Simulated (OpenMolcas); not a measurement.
# O: CASSCF and CASPT2 terms and fine-structure levels

Aim: the low terms and levels of O, with their order and spacing, then second-order correlation.

Program: OpenMolcas 26.06. Level of theory: state-averaged CASSCF and CASPT2, spin-orbit coupling by RASSI with atomic mean-field integrals. These are calculated values, not measurements, unless marked.

1 further run of the same task is left out (set aside as unsound or not needed).

## Step 1: The system

```
Species                           : O (oxygen, Z = 8, 8 electrons)
Basis                             : ANO-L-VTZP [4s3p2d1f], 30 functions
Scalar Hamiltonian                : non-relativistic, point nucleus
Inactive shells                   : 1s
Active space                      : 6 electrons in 4 orbitals (2s 2p)
Some configurations of this space : 2p6, 2s 2p5, 2s2 2p4
Orbitals                          : optimised for each spin and parity, averaged over the low roots
```

The outer shells:

2p6
```
2p [↑↓][↑↓][↑↓]
```

2s 2p5
```
2s [↑ ]
2p [↑↓][↑↓][↑ ]
```

2s2 2p4
```
2s [↑↓]
2p [↑↓][↑ ][↑ ]
```

The work runs as a chain of OpenMolcas steps in one folder; each step below is one input file. Labels, J, g values, rates, χT and fits are worked out afterwards by a script from the matrices that RASSI stores.

## Step 2: One- and two-electron integrals

Contents of a.inp:

```
&GATEWAY
Coord
1

O 0.0 0.0 0.0
Basis=ANO-L-VTZP
Group=XYZ
NoMove
AngMom=0.0 0.0 0.0
AMFI
&SEWARD
```

Run with:

```
> OMP_NUM_THREADS=1 MOLCAS_MEM=1689 MOLCAS_PROJECT=a pymolcas a.inp > a.log
```

The program printed:

```text
Basis set label: O.ANO-L...4S3P2D1F.

      Electronic valence basis set:
      ------------------
      Associated Effective Charge   8.000000 au
      Associated Actual Charge      8.000000 au
      Nuclear Model: Point charge

      Shell  nPrim  nBasis  Cartesian Spherical Contaminant
         s      14       4        X
         p       9       3        X
         d       4       2                 X
         f       3       1                 X
                  Atomic mean-field integrals
```

## Step 3: Reference wave functions, triplets of even parity, 3 roots

Contents of a.inp:

```
&RASSCF
FileOrb=start.orb
Symmetry=1
Spin=3
nActEl=6 0 0
Inactive=1 0
Ras2=1 3
CIRoot=3 3 1
SDav=3
CIMx=300
Iter=120 100
PrWF=0.3
OrbListing=Nothing
MaxOrb=0
Atom
>>> COPY $Project.JobIph JOB001
```

start.orb holds the contracted functions of the basis, ordered by shell, or the orbitals of the step before.

The program printed, shortened:

```text
[...]
      Number of active orbitals                  4
[...]
      Spin quantum number                      1.0
[...]
      Active orbitals                            1   3
[...]
      Number of CSFs                             3
      Number of root(s) required                 3
[...]
 ###    WARNING: Problems in orbital optimization.                           ###
 ###                                                                         ###
 ###                                                                         ###
[...]
      Convergence after  4 iterations
[...]
      Natural orbitals and occupation numbers for root  1
      sym 1:   2.000000
      sym 2:   2.000000   1.000000   1.000000
      Natural orbitals and occupation numbers for root  2
      sym 1:   2.000000
      sym 2:   1.000000   2.000000   1.000000
      Natural orbitals and occupation numbers for root  3
      sym 1:   2.000000
      sym 2:   1.000000   1.000000   2.000000
::    RASSCF root number  1 Total energy:    -74.80887463
::    RASSCF root number  2 Total energy:    -74.80887463
::    RASSCF root number  3 Total energy:    -74.80887463
```

The warning on the orbital optimisation comes with active orbitals that are nearly full or empty in all roots, whose rotations are then almost redundant.

## Step 4: Reference wave functions, singlets of even parity, 6 roots

Contents of a.inp:

```
&RASSCF
FileOrb=start.orb
Symmetry=1
Spin=1
nActEl=6 0 0
Inactive=1 0
Ras2=1 3
CIRoot=6 6 1
SDav=7
CIMx=300
Iter=120 100
PrWF=0.3
OrbListing=Nothing
MaxOrb=0
Atom
>>> COPY $Project.JobIph JOB002
```

Run with:

```
> OMP_NUM_THREADS=1 MOLCAS_MEM=1689 MOLCAS_PROJECT=a pymolcas a.inp > a.log
```

The program printed, shortened:

```text
[...]
      Number of active orbitals                  4
[...]
      Spin quantum number                      0.0
[...]
      Active orbitals                            1   3
[...]
      Number of CSFs                             7
      Number of root(s) required                 6
[...]
      Convergence after  7 iterations
[...]
      Natural orbitals and occupation numbers for root  1
      sym 1:   2.000000
      sym 2:   1.000000   2.000000   1.000000
      Natural orbitals and occupation numbers for root  2
      sym 1:   2.000000
      sym 2:   2.000000   1.000000   1.000000
      Natural orbitals and occupation numbers for root  3
      sym 1:   2.000000
      sym 2:   1.110917   0.900270   1.988813
::    RASSCF root number  1 Total energy:    -74.72853437
::    RASSCF root number  2 Total energy:    -74.72853437
::    RASSCF root number  3 Total energy:    -74.72853437
::    RASSCF root number  4 Total energy:    -74.72853437
::    RASSCF root number  5 Total energy:    -74.72853437
::    RASSCF root number  6 Total energy:    -74.66348209
```

## Step 5: State interaction with spin-orbit coupling

Contents of a.inp:

```
&RASSI
NrOfJobIphs=2 3 6
1 2 3
1 2 3 4 5 6
IphNames
JOB001
JOB002
EJob
SpinOrbit
DIPRint=1.0
SOCoupling=1000.0
Subsets=2
MEES
Property=10
'ANGMOM' 1 'ANGMOM' 2 'ANGMOM' 3 'MLTPL  1' 1 'MLTPL  1' 2 'MLTPL  1' 3
'AMFI' 1 'AMFI' 2 'AMFI' 3 'MLTPL  2' 6
SOProperty=3
'ANGMOM' 1 'ANGMOM' 2 'ANGMOM' 3
```

The program printed, shortened:

```text
SPIN-FREE ENERGIES:
  (Shifted by EMIN (a.u.) =        -74.8088746316)
 SF State       Relative EMIN(au)   Rel lowest level(eV)    D:o, cm**(-1)      L_eff
     1             0.0000000000        0.0000000000              0.0000         1.0
     2             0.0000000000        0.0000000000              0.0000         1.0
     3             0.0000000000        0.0000000000              0.0000         1.0
     4             0.0803402574        2.1861697749          17632.6484         2.0
     5             0.0803402574        2.1861697749          17632.6484         2.0
     6             0.0803402574        2.1861697749          17632.6484         2.0
     7             0.0803402574        2.1861697749          17632.6484         2.0
     8             0.0803402574        2.1861697749          17632.6484         2.0
     9             0.1453925418        3.9563326123          31909.9745         0.0
     Dipole printing threshold changed to   1.00000000E+00
Eigenvalues of complex Hamiltonian:
   -----------------------------------
  (Shifted by EMIN (a.u.) =        -74.8088746316)
 SO State       Relative EMIN(au)   Rel lowest level(eV)    D:o, cm**(-1)     J-value
     1            -0.0003404261        0.0000000000              0.0000         2.0
     2            -0.0003404261        0.0000000000              0.0000         1.8
     3            -0.0003404261        0.0000000000              0.0000         1.8
     4            -0.0003404261        0.0000000000              0.0000         1.0
     5            -0.0003404261        0.0000000000              0.0000         1.0
     6             0.0003376433        0.0184512064            148.8190         0.6
     7             0.0003376433        0.0184512064            148.8190         0.6
     8             0.0003376433        0.0184512064            148.8190         1.0
     9             0.0006693185        0.0274765488            221.6133         0.0
    10             0.0803430402        2.1955089633          17707.9740         1.4
    11             0.0803430402        2.1955089633          17707.9740         1.7
[...]
```

These steps took 7.2 s in all on 1 thread, shared host.

Spin-free terms, from the roots grouped by L:

```tsv
configuration	term	E (cm-1)
2s2 2p4	3P	0.0
2s2 2p4	1D	17633
2s2 2p4	1S	31910
```

Fine-structure levels, from the RASSI matrices grouped by J:

```csv
Configuration,Term,J,E (cm-1),g,Leading %
2s2 2p4,3P,2,0.0,1.501,100
2s2 2p4,3P,1,149,1.501,100
2s2 2p4,3P,0,222,,100
2s2 2p4,1D,2,17708,1.000,100
2s2 2p4,1S,0,31986,,100
```

Orbitals of the lowest block:

```tsv
shell	space	energy (hartree)	mean occupation	⟨r²⟩ (bohr²)
1s	inactive	-20.6704	2.000	0.0531
2s	RAS2		2.000	1.58
2p	RAS2		4.000	1.98
```

## Step 6: CASPT2: IPEA 0.25, imaginary shift 0.1 (closed shells correlated: 1s)

Contents of a.inp:

```
>>> COPY JOB001 $Project.JobIph
&CASPT2
Multistate=3 1 2 3
Frozen=0 0
IPEA=0.25
Imaginary=0.1
MaxIter=60
WThr=0.0 0.3 0.05
PrWF=0.5
NoMix
>>> COPY JOB002 $Project.JobIph
&CASPT2
Multistate=6 1 2 3 4 5 6
Frozen=0 0
IPEA=0.25
Imaginary=0.1
MaxIter=60
WThr=0.0 0.3 0.05
PrWF=0.5
NoMix
```

The program printed:

```text
Orbital specifications:
      -----------------------

      Symmetry species                           1   2
                                                ag  au
      Frozen orbitals                            0   0
      Inactive orbitals                          1   0
      Active orbitals                            1   3
      Secondary orbitals                        12  13
      Deleted orbitals                           0   0
      Number of basis functions                 14  16
Type of calculation                        MS-CASPT2
      Fock operator                              state-specific
      IPEA shift                                 0.25
      Real shift                                 0.00
      Imaginary shift                            0.10
      The input orbitals will be transformed to quasi-canonical
Reference energy:         -74.8088746316
      E2 (Non-variational):      -0.1542790893
      Shift correction:          -0.0001209877
      E2 (Variational):          -0.1544000770
      Total energy:             -74.9632747086
      Residual norm:              0.0000002222
      Reference weight:           0.96562
      Contributions to the CASPT2 correlation energy
      Active & Virtual Only:         -0.1502542765
      One Inactive Excited:          -0.0031450361
      Two Inactive Excited:          -0.0008797767
Reference energy:         -74.8088746316
      E2 (Non-variational):      -0.1542790893
      Shift correction:          -0.0001209877
      E2 (Variational):          -0.1544000770
      Total energy:             -74.9632747086
      Residual norm:              0.0000002222
      Reference weight:           0.96562
      Contributions to the CASPT2 correlation energy
      Active & Virtual Only:         -0.1502542765
      One Inactive Excited:          -0.0031450361
      Two Inactive Excited:          -0.0008797767
::    CASPT2 Root  1     Total energy:    -74.96327471
::    CASPT2 Root  2     Total energy:    -74.96327471
::    CASPT2 Root  3     Total energy:    -74.96327471
::    MS-CASPT2 Root  1     Total energy:    -74.96327471
::    MS-CASPT2 Root  2     Total energy:    -74.96327471
::    MS-CASPT2 Root  3     Total energy:    -74.96327471
Orbital specifications:
      -----------------------

      Symmetry species                           1   2
                                                ag  au
      Frozen orbitals                            0   0
      Inactive orbitals                          1   0
      Active orbitals                            1   3
      Secondary orbitals                        12  13
      Deleted orbitals                           0   0
      Number of basis functions                 14  16
Type of calculation                        MS-CASPT2
      Fock operator                              state-specific
      IPEA shift                                 0.25
      Real shift                                 0.00
      Imaginary shift                            0.10
      The input orbitals will be transformed to quasi-canonical
Reference energy:         -74.7285343743
      E2 (Non-variational):      -0.1628671108
      Shift correction:          -0.0001168489
      E2 (Variational):          -0.1629839598
      Total energy:             -74.8915183340
      Residual norm:              0.0000002824
      Reference weight:           0.96374
      Contributions to the CASPT2 correlation energy
      Active & Virtual Only:         -0.1590503047
      One Inactive Excited:          -0.0029480359
      Two Inactive Excited:          -0.0008687703
Reference energy:         -74.7285343743
      E2 (Non-variational):      -0.1628671108
      Shift correction:          -0.0001168489
      E2 (Variational):          -0.1629839597
      Total energy:             -74.8915183340
      Residual norm:              0.0000002824
      Reference weight:           0.96374
      Contributions to the CASPT2 correlation energy
      Active & Virtual Only:         -0.1590503046
      One Inactive Excited:          -0.0029480359
      Two Inactive Excited:          -0.0008687703
::    CASPT2 Root  1     Total energy:    -74.89151833
::    CASPT2 Root  2     Total energy:    -74.89151833
::    CASPT2 Root  3     Total energy:    -74.89132529
::    CASPT2 Root  4     Total energy:    -74.89128595
::    CASPT2 Root  5     Total energy:    -74.89092530
::    CASPT2 Root  6     Total energy:    -74.81130122
::    MS-CASPT2 Root  1     Total energy:    -74.89195463
::    MS-CASPT2 Root  2     Total energy:    -74.89151833
::    MS-CASPT2 Root  3     Total energy:    -74.89151833
::    MS-CASPT2 Root  4     Total energy:    -74.89117187
::    MS-CASPT2 Root  5     Total energy:    -74.89052381
::    MS-CASPT2 Root  6     Total energy:    -74.81118743
```

This run took 0.98 s in all on 1 thread, shared host.

SS-CASPT2: lowest energy less the reference's lowest, -0.1544 hartree; reference weights 0.964 to 0.968. These are the single-state energies of the run (the lines without MS-).

Levels with spin-orbit coupling, from the RASSI matrix with the averaged CASPT2 term energies on its diagonal:

```csv
Configuration,Term,J,E (cm-1),g,Leading %
2s2 2p4,3P,2,0.0,1.501,100
2s2 2p4,3P,1,149,1.501,100
2s2 2p4,3P,0,222,,100
2s2 2p4,1D,2,15870,1.000,100
2s2 2p4,1S,0,33430,,100
```

Transitions at SS-CASPT2 energies (vacuum wavelengths; branching counts decays inside the model space alone):

```tsv
upper	lower	type	λ (nm)	A (s-1)	branching %
2s2 2p4 1S0	2s2 2p4 3P2	E2	299.1	3.77e-04	0.0
2s2 2p4 1S0	2s2 2p4 3P1	M1	300.5	7.54e-02	5.9
2s2 2p4 1S0	2s2 2p4 1D2	E2	569.4	1.21e+00	94.1
2s2 2p4 1D2	2s2 2p4 3P2	M1	630.2	6.98e-03	75.3
2s2 2p4 1D2	2s2 2p4 3P2	E2	630.2	2.51e-05	0.3
2s2 2p4 1D2	2s2 2p4 3P1	M1	636.1	2.26e-03	24.4
2s2 2p4 3P1	2s2 2p4 3P2	M1	67160	7.45e-05	100.0
2s2 2p4 3P0	2s2 2p4 3P1	M1	137300	2.10e-05	100.0
```

## Step 7: The methods side by side

A. CASSCF
B. SS-CASPT2, IPEA 0.25, imaginary shift 0.1 (closed shells correlated: 1s)

Energies in cm-1 above each method's lowest level; measured values from NIST Handbook of Basic Atomic Spectroscopic Data.

```tsv
level	A	B	measured
2s2 2p4 3P2	0.0	0.0	0.0
2s2 2p4 3P1	149	149	158
2s2 2p4 3P0	222	222	227
2s2 2p4 1D2	17708	15870	15868
2s2 2p4 1S0	31986	33430	33793
```

Mean absolute deviation from the 4 measured excited levels that all methods hold: A 920 cm⁻¹, B 94 cm⁻¹.

## Step 8: Results

```
                                                                                      quantity                                                                     value
                                                                                        method  SS-CASPT2, IPEA 0.25, imaginary shift 0.1 (closed shells correlated: 1s)
                                                                                  lowest level                                2s2 2p4 3P2, 100 % of that term, g = 1.501
                                                                   ground level listed by NIST                                                                       3P2
                                                                           first excited level                                                   2s2 2p4 3P1 at 149 cm-1
                                                                  lowest level of another term                                                 2s2 2p4 1D2 at 15870 cm-1
                                                       spin-orbit lowering of the lowest level                                                                 74.8 cm-1
strongest of the lines computed, by gA (one parity, so forbidden lines), at SS-CASPT2 energies                     2s2 2p4 1S0 → 2s2 2p4 1D2, 569.4 nm, A = 1.21e+00 s⁻¹
```

Cost and accuracy by method:

```tsv
method	time of its own steps	time with the reference	mean absolute difference from the measured levels (cm-1)
A. CASSCF	7.2 s	7.2 s	920
B. SS-CASPT2, IPEA 0.25, imaginary shift 0.1, +1s	0.98 s	8.2 s	94
```

Times are of one thread on a shared host.

**Reading.** The multiplet 3P is inverted; its intervals divided by the larger J differ by 2 % of their mean, where Landé's rule for pure LS coupling makes them equal. Second-order correlation (method B) scales the levels of the lowest configuration above 5000 cm⁻¹ by 0.90 to 1.05. Method B lies closest to the measured levels (94 cm⁻¹ on average) and A farthest (920). Only the configurations of the active space and the roots asked for are present. Not all states of the active space went into the spin-orbit step. CASPT2 does not keep the components of a term degenerate, and the means are used. Only valence configurations of the active space appear, up to the ionisation limit; * or ° marks odd parity.
